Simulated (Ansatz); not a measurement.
# CuSn3 (I4/mmm) in Ansatz: a series of runs

One crystal, CuSn3, is run at these levels: r2SCAN; tasks: single point, equation of state.

All numbers are computed with Ansatz 0.2.0; they aren't measurements. Logs are shortened: lines on timing, memory, paths and dates and some standing lists are left out, and cuts for length are marked.

### Step 1. The structure

It takes space group I4/mmm (No. 139, tetragonal). Conventional cell: a = 4.480 Å, b = 4.480 Å, c = 9.741 Å, α = 90.00°, β = 90.00°, γ = 90.00°. Sn (site symmetry 4/mmm) has 4 Cu at 3.17 Å and 8 Sn at 3.31 Å as nearest neighbours. Sn (site symmetry -4m2) has 8 Sn at 3.17 to 3.31 Å and 4 Cu at 3.31 Å as nearest neighbours. Cu (site symmetry 4/mmm) has 12 Sn at 3.17 to 3.31 Å as nearest neighbours.

The cell comes from a database or a generator and needn't be the stable form of this composition.

### Step 2. Single point, r2SCAN, 22.97 Å³/atom (volume scaled by 0.94)

input.yaml reads:

```yaml
crystal:
  lattice:
    - [-2.1941778637, 2.1941778637, 4.7712739781]
    - [2.1941778637, -2.1941778637, 4.7712739781]
    - [2.1941778637, 2.1941778637, -4.7712739781]
  atoms:
    - { symbol: Sn, position: [0.5, 0.5, 0.0] }
    - { symbol: Sn, position: [0.25, 0.75, 0.5] }
    - { symbol: Sn, position: [0.75, 0.25, 0.5] }
    - { symbol: Cu, position: [0.0, 0.0, 0.0] }
hamiltonian:
  xc: r2scan
  pseudopotentials: { kind: paw }
kpoints:
  mp_grid: { grid: [8, 8, 8] }
scf:
  occupations: { method: fermi_dirac, width: 0.05 }
output:
  forces: true
  stress: true
  eigenvalues: true
```

Potentials or basis: Ansatz PAW.

Command:

```bash
ansatz run input.yaml --threads 2 --pin off --max-ram 5632MiB --backend cpu --events-out ev --progress --plain --runs-dir out
```

Log:

```text
Warning: RAYON_NUM_THREADS=2 ignored (pool sized by the plan → 2); use --threads N
Engine: ansatz 0.2.0, x86_64-unknown-linux-gnu
Pseudopotentials: kind: paw
Pseudopotential: Sn, paw, valence charge 14, recommended cutoff 500 eV (meta_gga), Sn.paw.azcp
Pseudopotential: Cu, paw, valence charge 19, recommended cutoff 500 eV (meta_gga), Cu.paw.azcp
Functional definition: r2SCAN
  parameter k0 = 0.174
  parameter k1 = 0.065
  parameter a1 = 4.9479
  exchange = r2scan_x(k0 = k0, k1 = k1, a1 = a1)
  correlation = r2scan_c
Crystal: 4 atoms, lattice volume = 91.884 Å³
Basis set: ecut = 500 eV, 2317 PW (Γ), exchange–correlation on 180×180×180 points (64 copies of the dense FFT grid, shifted against one another)
Bands: 37, of which v1, the nominal top of the filled ones, is band 31 counted from 1 (30 counted from 0)
Symmetry: 16 space group operations
Space group: I4/mmm (ITA 139), of the structure as read, at distance tolerance 4.5e-5 Å
k-points: 59 of 512
Non-local potential: Sn, projectors of the file, l = 0: 2, l = 1: 2, l = 2: 2, l = 3: 2
Non-local potential: Cu, projectors of the file, l = 0: 3, l = 1: 2, l = 2: 3, l = 3: 1
PAW form: soft (Blöchl's): semilocal exchange-correlation on the pseudo side does not see the compensation charge
PAW frozen core: Sn, regenerated for the run's functional (the file was generated under x = pbe(κ = 0.804, μ = 0.2195149727645171), c = pbe(β = 0.06672455060314922))
PAW frozen core: Cu, regenerated for the run's functional (the file was generated under x = pbe(κ = 0.804, μ = 0.2195149727645171), c = pbe(β = 0.06672455060314922))
PAW one-centre angular grid: Sn, 590 points (default); XC on 249 of its mesh's 2787 points in the sphere
PAW one-centre angular grid: Cu, 590 points (default); XC on 160 Gauss nodes
Initial density: superposition of atomic densities (neutral atoms: chi_scale 0, normalization atom), corrected by the library's trained network
Initial wavefunctions: pseudopotential atomic-orbital guess
Functional: x = r2scan, c = r2scan; τ floored in thin density (d = 2e-4 eV/Å³)
SCF iter   1: F=—  HF=-24745.634564 eV  |F-HF|=—  |Δ(HF+E_count)|=         —  Δρ=2.42e-2  dr2=3.59e-1  dr2_τ=2.17e-3  ethr=1.77e-3  ⟨swp⟩=7.1  Hψ=9077  notcnv=0  defer=4
preconditioner: auto → Kerker (q_TF=auto, 2.548 Å⁻¹)  [metal: Δε(μ)=0.009 eV  Ē_g=17.788 eV  σ=0.050 eV  W_gap=0.05  n_scr=30 (ndim 8)  ℏωp=28.2 eV  f_vac=0.000  D(μ)=2.27/eV (n_scr^D=14)]
SCF iter   2: F=—  HF=-24745.652178 eV  |F-HF|=—  |Δ(HF+E_count)|=   1.76e-2  Δρ=1.72e-2  dr2=1.46e-1  dr2_τ=2.14e-3  ethr=5.88e-4  ⟨swp⟩=2.0  Hψ=4775  notcnv=0  defer=64
SCF iter   3: F=—  HF=-24745.609086 eV  |F-HF|=—  |Δ(HF+E_count)|=   4.31e-2  Δρ=5.75e-3  dr2=2.61e-2  dr2_τ=1.39e-4  ethr=2.39e-4  ⟨swp⟩=2.0  Hψ=4262  notcnv=0  defer=64
SCF iter   4: F=—  HF=-24745.605302 eV  |F-HF|=—  |Δ(HF+E_count)|=   3.78e-3  Δρ=1.12e-3  dr2=6.73e-4  dr2_τ=5.98e-6  ethr=4.28e-5  ⟨swp⟩=2.0  Hψ=3144  notcnv=0  defer=64
SCF iter   5: F=—  HF=-24745.605963 eV  |F-HF|=—  |Δ(HF+E_count)|=   6.61e-4  Δρ=6.15e-4  dr2=2.69e-4  dr2_τ=1.86e-6  ethr=1.10e-6  ⟨swp⟩=2.0  Hψ=3916  notcnv=0  defer=64
SCF iter   6: F=—  HF=-24745.606139 eV  |F-HF|=—  |Δ(HF+E_count)|=   1.76e-4  Δρ=3.42e-4  dr2=1.12e-4  dr2_τ=5.39e-7  ethr=4.41e-7  ⟨swp⟩=2.0  Hψ=2804  notcnv=0  defer=64
SCF iter   7: F=—  HF=-24745.606170 eV  |F-HF|=—  |Δ(HF+E_count)|=   3.09e-5  Δρ=1.14e-4  dr2=1.38e-5  dr2_τ=6.07e-8  ethr=1.84e-7  ⟨swp⟩=2.0  Hψ=2791  notcnv=0  defer=64
SCF iter   8: F=—  HF=-24745.606192 eV  |F-HF|=—  |Δ(HF+E_count)|=   2.24e-5  Δρ=1.80e-5  dr2=5.19e-7  dr2_τ=9.13e-9  ethr=2.27e-8  ⟨swp⟩=2.0  Hψ=2798  notcnv=0  defer=64
SCF iter   9: F=—  HF=-24745.606192 eV  |F-HF|=—  |Δ(HF+E_count)|=   4.13e-7  Δρ=1.19e-5  dr2=1.90e-7  dr2_τ=3.78e-10  ethr=1.64e-10  ⟨swp⟩=9.3  Hψ=9724  notcnv=0
SCF iter  10: F=-24745.606193 eV  HF=-24745.606193 eV  |F-HF|=5.05e-9  |Δ(HF+E_count)|=   4.22e-8  Δρ=1.75e-6  dr2=6.63e-9  dr2_τ=5.73e-11  ethr=1.64e-10  ⟨swp⟩=5.2  Hψ=7118  notcnv=0
SCF 1 converged in 10 iterations: F = -24745.606193 eV  dr2 = 6.63e-9
SCF converged after 10 iterations
Free energy (F): -24745.606193 eV
Harris-Foulkes:  -24745.606193 eV  (|F-HF|=5.05e-9)
Internal energy: -24745.587441 eV  (E = F + TS)
E sigma→0 (E₀):  -24745.596817 eV
Entropy (-TS):   -0.018751 eV (-4.688 meV/atom)
Fermi energy:    11.892553 eV
--- Per-component energies (eV) ---
  E_band       = -699.108648
  E_kinetic    = 858.534845
  E_local      = -7481.645629  (includes V_loc(G=0)·N_el)
  E_nonlocal   = 306.160165
  E_hartree    = 3809.961989
  E_xc         = -1206.946887
  E_vxc        = -436.690422  (∫ρ·V_xc dr)
  E_paw        = -14161.692599  (= ΣΔE_a)
  E_vpaw       = -1594.287124  (= ΣTr[D̂ρ^β])
  E_aug_tail   = 0.000147  (compensation charges beyond the density's cutoff)
  E_vtau       = 28.898219  (kinetic-family band-sum trace: ∫τ·v_τ [+ j·A + Jᵃ·Aᵃ] dr)
  E_ewald      = -6871.864324
  E_core_change = 1.904852  (= ΣΔE_core)
  E_smearing   = -0.018751  (= −TS)
  E_closure    = 0.000000  (closes the sum)
  Σ components = -24745.606193   (vs F -24745.606193, Δ=0.00e0)
--- Forces (eV/Å), atoms counted from 1 ---
  atom   1  Sn     0.00000000     0.00000000     0.00000000
  atom   2  Sn    -0.00000000     0.00000000     0.00000000
  atom   3  Sn     0.00000000     0.00000000    -0.00000000
  atom   4  Cu     0.00000000     0.00000000     0.00000000
  max |Σ_I F_I| component: 2.78e-17 eV/Å
--- Stress (GPa, compression-positive) ---
        0.413991       0.000000       0.000000
        0.000000       0.413991      -0.000000
        0.000000       0.000000       1.048916
  P = ⅓ Tr σ = 0.6256 GPa (6.256 kbar)
--- Band table (eV; the first three rows and the last of 59) ---
  k-point 0: bands = ["-104.2510", "-60.1054", "-60.1054", "-60.0912", "-10.6936", "-10.5538", "-10.5515", "-10.4822", "-10.4822", "-10.4759", "-10.4759", "-10.3848", "-10.3801", "-10.3461", "-10.3435", "-10.3049", "-10.2911", "-10.2911", "-10.1921", "-0.0398", "6.6772", "7.7380", "8.5150", "8.7133", "8.7133", "8.9364", "9.2628", "9.7064", "10.6308", "10.6308", "11.5219", "11.5219", "12.6666", "13.3897", "13.4363", "16.7034", "16.7034"]
  k-point 1: bands = ["-104.2510", "-60.1054", "-60.1054", "-60.0912", "-10.6628", "-10.5406", "-10.5345", "-10.4912", "-10.4726", "-10.4724", "-10.4712", "-10.3793", "-10.3744", "-10.3596", "-10.3449", "-10.3162", "-10.3072", "-10.2976", "-10.2239", "0.2228", "6.7122", "6.9999", "7.7368", "8.8201", "8.8351", "9.0731", "9.4235", "9.5857", "9.9620", "10.5910", "10.7623", "12.0319", "14.0380", "14.6899", "14.6976", "14.7499", "17.0840"]
  k-point 2: bands = ["-104.2510", "-60.1054", "-60.1054", "-60.0912", "-10.6136", "-10.5179", "-10.5173", "-10.4653", "-10.4632", "-10.4609", "-10.4488", "-10.4254", "-10.3757", "-10.3690", "-10.3415", "-10.3381", "-10.3326", "-10.3233", "-10.2523", "1.0080", "5.7326", "6.4718", "7.4057", "8.4022", "8.7962", "9.0426", "9.5307", "9.5309", "9.7358", "9.7991", "10.5284", "11.2609", "14.9186", "16.7852", "16.8314", "17.0362", "18.0966"]
  k-point 58: bands = ["-104.2510", "-60.1054", "-60.1054", "-60.0912", "-10.6876", "-10.5974", "-10.5886", "-10.5886", "-10.5277", "-10.4480", "-10.3737", "-10.3737", "-10.3582", "-10.3522", "-10.3191", "-10.2818", "-10.2818", "-10.2655", "-10.1922", "1.1962", "2.5375", "7.6995", "8.6026", "8.6026", "9.1403", "9.2462", "9.2462", "9.2645", "9.7628", "11.2264", "14.8378", "14.8378", "14.9224", "15.0539", "16.4625", "17.6557", "17.6557"]
```

It took 14 s on 2 threads of Intel Xeon Platinum 8259CL at 2.50GHz (Skylake/Cascade Lake), shared host; peak memory 0.97 GiB.

Results:

```
Free energy            : -24745.6062 eV
Pressure               : 0.6 GPa
Band gap on the k mesh : none (metal or under the smearing width)
```

Caveat: the PAW data sets come from PBE, with cores solved anew for the run's functional, which leaves a small shift of forces and pressure.

### Step 3. Single point, r2SCAN, 23.46 Å³/atom (volume scaled by 0.96)

Edit input.yaml of step 2 so:

```diff
@@ -2,5 +2,5 @@
   lattice:
-    - [-2.1941778637, 2.1941778637, 4.7712739781]
-    - [2.1941778637, -2.1941778637, 4.7712739781]
-    - [2.1941778637, 2.1941778637, -4.7712739781]
+    - [-2.2096303296, 2.2096303296, 4.8048756061]
+    - [2.2096303296, -2.2096303296, 4.8048756061]
+    - [2.2096303296, 2.2096303296, -4.8048756061]
   atoms:
```

Potentials or basis: Ansatz PAW.

Command:

```bash
ansatz run input.yaml --threads 2 --pin off --max-ram 5632MiB --backend cpu --events-out ev --progress --plain --runs-dir out
```

Run time: 14 s. Hardware: 2 threads of Intel Xeon Platinum 8259CL at 2.50GHz (Skylake/Cascade Lake), shared host; peak memory 0.96 GiB.

The run converged. Its results:

```yaml
Free_energy: -24745.6062 eV
Pressure: -0.6 GPa
Band_gap_on_the_k_mesh: none (metal or under the smearing width)
```

Caveat: the PAW data sets come from PBE, with cores solved anew for the run's functional, which leaves a small shift of forces and pressure.

### Step 4. Single point, r2SCAN, 23.95 Å³/atom (volume scaled by 0.98)

Edit input.yaml of step 3 so:

```diff
@@ -2,5 +2,5 @@
   lattice:
-    - [-2.2096303296, 2.2096303296, 4.8048756061]
-    - [2.2096303296, -2.2096303296, 4.8048756061]
-    - [2.2096303296, 2.2096303296, -4.8048756061]
+    - [-2.224869641, 2.224869641, 4.8380137264]
+    - [2.224869641, -2.224869641, 4.8380137264]
+    - [2.224869641, 2.224869641, -4.8380137264]
   atoms:
```

Command:

```bash
ansatz run input.yaml --threads 2 --pin off --max-ram 5632MiB --backend cpu --events-out ev --progress --plain --runs-dir out
```

Wall time 14 s (2 threads of Intel Xeon Platinum 8259CL at 2.50GHz (Skylake/Cascade Lake), shared host); peak memory 0.97 GiB.

It converged, with:

- Free energy: -24745.5921 eV
- Pressure: -1.7 GPa
- Band gap on the k mesh: none (metal or under the smearing width)

Caveat: the PAW data sets come from PBE, with cores solved anew for the run's functional, which leaves a small shift of forces and pressure.

### Step 5. Single point, r2SCAN, 24.44 Å³/atom

Edit input.yaml of step 4 so:

```diff
@@ -2,5 +2,5 @@
   lattice:
-    - [-2.224869641, 2.224869641, 4.8380137264]
-    - [2.224869641, -2.224869641, 4.8380137264]
-    - [2.224869641, 2.224869641, -4.8380137264]
+    - [-2.239903, 2.239903, 4.870704]
+    - [2.239903, -2.239903, 4.870704]
+    - [2.239903, 2.239903, -4.870704]
   atoms:
@@ -21 +21,5 @@
   eigenvalues: true
+  write_density: true
+  write_potential: true
+  elf: true
+  volumetric_format: npy
```

Command:

```bash
ansatz run input.yaml --threads 2 --pin off --max-ram 5632MiB --backend cpu --events-out ev --progress --plain --runs-dir out
```

Wall time 18 s (2 threads of Intel Xeon Platinum 8259CL at 2.50GHz (Skylake/Cascade Lake), shared host); peak memory 0.96 GiB.

Results (log left out):

| Item | Value |
| --- | --- |
| Free energy | -24745.5654 eV |
| Pressure | -2.7 GPa |
| Band gap on the k mesh | none (metal or under the smearing width) |

Caveat: the PAW data sets come from PBE, with cores solved anew for the run's functional, which leaves a small shift of forces and pressure.

### Step 6. Single point, r2SCAN, 24.93 Å³/atom (volume scaled by 1.02)

Edit input.yaml of step 5 so:

```diff
@@ -2,5 +2,5 @@
   lattice:
-    - [-2.239903, 2.239903, 4.870704]
-    - [2.239903, -2.239903, 4.870704]
-    - [2.239903, 2.239903, -4.870704]
+    - [-2.254737227, 2.254737227, 4.9029612579]
+    - [2.254737227, -2.254737227, 4.9029612579]
+    - [2.254737227, 2.254737227, -4.9029612579]
   atoms:
@@ -21,5 +21 @@
   eigenvalues: true
-  write_density: true
-  write_potential: true
-  elf: true
-  volumetric_format: npy
```

Potentials or basis: Ansatz PAW.

Command:

```bash
ansatz run input.yaml --threads 2 --pin off --max-ram 5632MiB --backend cpu --events-out ev --progress --plain --runs-dir out
```

Wall time 13 s (2 threads of Intel Xeon Platinum 8259CL at 2.50GHz (Skylake/Cascade Lake), shared host); peak memory 0.97 GiB.

Results (log left out):

| Item | Value |
| --- | --- |
| Free energy | -24745.5275 eV |
| Pressure | -3.5 GPa |
| Band gap on the k mesh | none (metal or under the smearing width) |

Caveat: the PAW data sets come from PBE, with cores solved anew for the run's functional, which leaves a small shift of forces and pressure.

### Step 7. Single point, r2SCAN, 25.41 Å³/atom (volume scaled by 1.04)

Edit input.yaml of step 6 so:

```diff
@@ -2,5 +2,5 @@
   lattice:
-    - [-2.254737227, 2.254737227, 4.9029612579]
-    - [2.254737227, -2.254737227, 4.9029612579]
-    - [2.254737227, 2.254737227, -4.9029612579]
+    - [-2.2693787881, 2.2693787881, 4.9347995608]
+    - [2.2693787881, -2.2693787881, 4.9347995608]
+    - [2.2693787881, 2.2693787881, -4.9347995608]
   atoms:
@@ -21 +21,5 @@
   eigenvalues: true
+  write_density: true
+  write_potential: true
+  elf: true
+  volumetric_format: npy
```

Command:

```bash
ansatz run input.yaml --threads 2 --pin off --max-ram 5632MiB --backend cpu --events-out ev --progress --plain --runs-dir out
```

Wall time 15 s (2 threads of Intel Xeon Platinum 8259CL at 2.50GHz (Skylake/Cascade Lake), shared host); peak memory 0.97 GiB.

Results (log left out):

- Free energy: -24745.4796 eV
- Pressure: -4.3 GPa
- Band gap on the k mesh: none (metal or under the smearing width)

Caveat: the PAW data sets come from PBE, with cores solved anew for the run's functional, which leaves a small shift of forces and pressure.

### Step 8. Single point, r2SCAN, 25.90 Å³/atom (volume scaled by 1.06)

Edit input.yaml of step 7 so:

```diff
@@ -2,5 +2,5 @@
   lattice:
-    - [-2.2693787881, 2.2693787881, 4.9347995608]
-    - [2.2693787881, -2.2693787881, 4.9347995608]
-    - [2.2693787881, 2.2693787881, -4.9347995608]
+    - [-2.2838338198, 2.2838338198, 4.9662322526]
+    - [2.2838338198, -2.2838338198, 4.9662322526]
+    - [2.2838338198, 2.2838338198, -4.9662322526]
   atoms:
```

Command:

```bash
ansatz run input.yaml --threads 2 --pin off --max-ram 5632MiB --backend cpu --events-out ev --progress --plain --runs-dir out
```

Run time: 16 s. Hardware: 2 threads of Intel Xeon Platinum 8259CL at 2.50GHz (Skylake/Cascade Lake), shared host; peak memory 0.96 GiB.

It converged, with:

```
Free energy            : -24745.4229 eV
Pressure               : -5.0 GPa
Band gap on the k mesh : none (metal or under the smearing width)
```

Caveat: the PAW data sets come from PBE, with cores solved anew for the run's functional, which leaves a small shift of forces and pressure.

### Step 9. Equation of state, r2SCAN

Potentials or basis: Ansatz PAW.

This step only gathers the single runs of the series.

What came out:

```yaml
Equilibrium_volume: 23.21 Å³/atom
Bulk_modulus_at_fixed_shape_and_positions: 58 GPa
Pressure_derivative_of_the_bulk_modulus: 4.5
```

Energy against volume, from the lowest point:
```tsv
volume (Å³/atom)	energy (meV/atom)
22.971	0.00
23.460	0.00
23.948	3.53
24.437	10.20
24.926	19.68
25.415	31.64
25.903	45.82
```

Caveat: the cell was scaled at fixed shape and fractional positions, which overstates the stiffness of a crystal with free parameters, most of all of layers and chains; the PAW data sets were made with another functional, which shifts forces and pressure a little.
